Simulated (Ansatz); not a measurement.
# SiBH4SOF: a ladder of functionals and wavefunction methods

How much do the methods differ for SiBH4SOF? The plan is to run it at one geometry with functionals of several rungs and with coupled cluster. The yardstick is the atomisation energy at the CCSD(T) limit.

Computed with Ansatz 0.2.0, Gaussian basis. Level: functionals in def2-TZVPP, the program's frozen cores in correlated methods.

The runs, in order: PBE-D4, r2SCAN-D4, PBE0-D4, B3LYP-D4, ωB97X-V, ωB97M-V, B2PLYP; CCSD(T)/def2-TZVPP; MP2/def2-QZVPP; extrapolation to the limit.

## 1. The geometry

The geometry comes from an earlier relaxation with PBE0-D4/def2-TZVP; it is a stationary point, not always the lowest conformer.

SMILES `OB(F)S[SiH3]`, 9 atoms, charge 0, spin multiplicity 1.

Atoms are counted from 1 here; the program's logs count them from 0.

Bond lengths: O1–B2 1.353 Å, O1–H6 0.962 Å, B2–F3 1.333 Å, B2–S4 1.810 Å, S4–Si5 2.149 Å, Si5–H7 1.482 Å, Si5–H8 1.483 Å, Si5–H9 1.482 Å. Angles: B2–O1–H6 113.4°, O1–B2–F3 120.1°, O1–B2–S4 121.7°, F3–B2–S4 118.2°, B2–S4–Si5 99.0°, S4–Si5–H7 111.1°, S4–Si5–H8 104.4°, S4–Si5–H9 111.2°, H7–Si5–H8 109.8°, H7–Si5–H9 110.3°, H8–Si5–H9 109.8°.

## 2. PBE-D4 (GGA)

in.yaml reads:

```yaml
crystal:
  periodic: [false, false, false]
  atoms:
    - {symbol: O, position_ang: [-0.585225, 0.873046, 1.158234]}
    - {symbol: B, position_ang: [-0.713050, 1.284108, -0.124291]}
    - {symbol: F, position_ang: [-1.340349, 2.427159, -0.399300]}
    - {symbol: S, position_ang: [-0.050181, 0.318282, -1.504637]}
    - {symbol: Si, position_ang: [0.789545, -1.319463, -0.394412]}
    - {symbol: H, position_ang: [-0.980919, 1.476506, 1.794593]}
    - {symbol: H, position_ang: [1.850453, -0.851756, 0.527941]}
    - {symbol: H, position_ang: [1.377065, -2.203837, -1.430319]}
    - {symbol: H, position_ang: [-0.258738, -2.050443, 0.355091]}
basis:
  gaussian: {orbitals: def2-TZVPP}
hamiltonian: {xc: pbe, dispersion: d4}
output: {forces: true, orbitals: {seedname: orbitals}}
```

On the command line:

```console
> ansatz run in.yaml --threads 4 --pin off --events-out ev --progress --plain --max-ram 10444MiB
```

Further steps of the session: r2SCAN-D4 (meta-GGA); PBE0-D4 (hybrid); B3LYP-D4 (hybrid); ωB97X-V (range-separated); ωB97M-V (range-separated); B2PLYP (double hybrid); CCSD(T) in def2-TZVPP; MP2 in def2-QZVPP.

**Question.** What will the summary of the whole plan be? Wanted: atomisation energy, CCSD(T)/CBS; farthest; mean size of error, hybrid; mean size of error, range-separated; gap, smallest and largest; T1 diagnostic; triples share of the correlation energy.

The runs gave:

```
                               quantity                                 value
        atomisation energy, CCSD(T)/CBS                         3370.2 kJ/mol
 functionals within 16.9 kJ/mol (0.5 %)            PBE0-D4, B3LYP-D4, ωB97X-V
                               farthest                 PBE-D4 (+45.2 kJ/mol)
             mean size of error, hybrid                           15.0 kJ/mol
    mean size of error, range-separated                           17.2 kJ/mol
              gap, smallest and largest  5.83 eV (PBE-D4), 12.17 eV (ωB97X-V)
                          T1 diagnostic                                0.0126
triples share of the correlation energy                                 3.6 %
```

PBE-D4 misses by +45.2 kJ/mol, or 5.7 kJ/mol for each of 8 bonds. Double hybrids carry the basis error of their MP2 part in triple zeta, and no dispersion term here, so their miss is partly the set-up's. The reference freezes the cores and leaves out relativity and excitations past (T), so misses under about 16.9 kJ/mol can't be ranked. Hartree-Fock recovers 74 % of the binding; the rest is correlation. The gap grows from 5.8 to 12.2 eV across the functionals, mostly with the share of exact exchange.
